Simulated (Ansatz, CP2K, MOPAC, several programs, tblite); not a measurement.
Energy against volume for CaPb3S4, ordered on the rocksalt lattice (Pm-3m) with 8 atoms a cell, at fixed shape and fractional coordinates, computed by several methods (PBE and r2SCAN, where shown, with plane waves in Ansatz); the cell shown is that of r2SCAN. Space group Pm-3m (No. 221), cubic; a = 5.923 Å in the conventional setting, 25.97 Å³ an atom. Pb has 6 S at 2.96 Å; S has 4 Pb at 2.96 Å and 2 Ca at 2.96 Å; Ca has 6 S at 2.96 Å; S has 6 Pb at 2.96 Å. Computed, not measured; no magnetism was allowed, and whether the structure is a known phase isn't checked. Energies count from each curve's lowest point; fits are third-order Birch-Murnaghan.

```
CELL_PARAMETERS angstrom
5.92277 0.00000 0.00000
0.00000 5.92277 0.00000
0.00000 0.00000 5.92277
ATOMIC_POSITIONS crystal
Pb 0.50000 0.00000 0.00000
S 0.00000 0.50000 0.50000
Pb 0.00000 0.50000 0.00000
S 0.50000 0.00000 0.50000
Pb 0.00000 0.00000 0.50000
S 0.50000 0.50000 0.00000
Ca 0.50000 0.50000 0.50000
S 0.00000 0.00000 0.00000
```

Q: PBE/DZVP (CP2K), on the shape of the cell shown, gives
```
V (Å³/atom)  E (meV/atom)
     22.854         96.17
     24.413         25.20
     25.971          0.00
     27.529          8.28
     29.087         41.07
```
What equilibrium volume and bulk modulus follow?

A: V₀ = 26.30 Å³ an atom and B₀ = 54 GPa.

Q: PBE/SZV (CP2K), on the shape of the cell shown, gives

| V (Å³/atom) | E (meV/atom) |
| --- | --- |
| 22.854 | 42.55 |
| 24.413 | 0.00 |
| 25.971 | 7.72 |
| 27.529 | 50.79 |
| 29.087 | 118.51 |

This method closes the gap of a crystal that DFT finds insulating, so its curve rests on a wrong state.
What equilibrium volume and bulk modulus follow?

A: V₀ = 24.89 Å³ an atom and B₀ = 73 GPa.

GFN2-xTB (tblite), on the shape of the cell shown, as a cluster of 64 atoms at the zone centre:
```csv
V (Å³/atom),E (meV/atom)
22.854,27.82
24.413,0.00
25.971,2.30
27.529,25.76
29.087,58.84
```
The points scatter about a smooth fit, so no fit is quoted.

light PBE (260 eV, its own mesh), on the shape of the cell shown:

| V (Å³/atom) | E (meV/atom) |
| --- | --- |
| 23.893 | 96.81 |
| 24.932 | 35.68 |
| 25.971 | 15.89 |
| 27.010 | 6.11 |
| 28.048 | 0.00 |
| 29.087 | 6.30 |

The points scatter about a smooth fit, as a low cutoff and a light mesh can make them, so no fit is quoted.

PM7 (MOPAC), on the shape of the cell shown, as a cluster of 64 atoms at the zone centre:
```
V (Å³/atom)  E (meV/atom)
     22.854        243.08
     24.413        107.25
     25.971         30.50
     27.529          0.00
     29.087         54.33
```
The points scatter about a smooth fit, so no fit is quoted.

Spin-orbit coupling is left out; in compounds of Pb, Bi, Tl or Hg it can lower a gap by up to about 1 eV, split its edges or invert the bands.
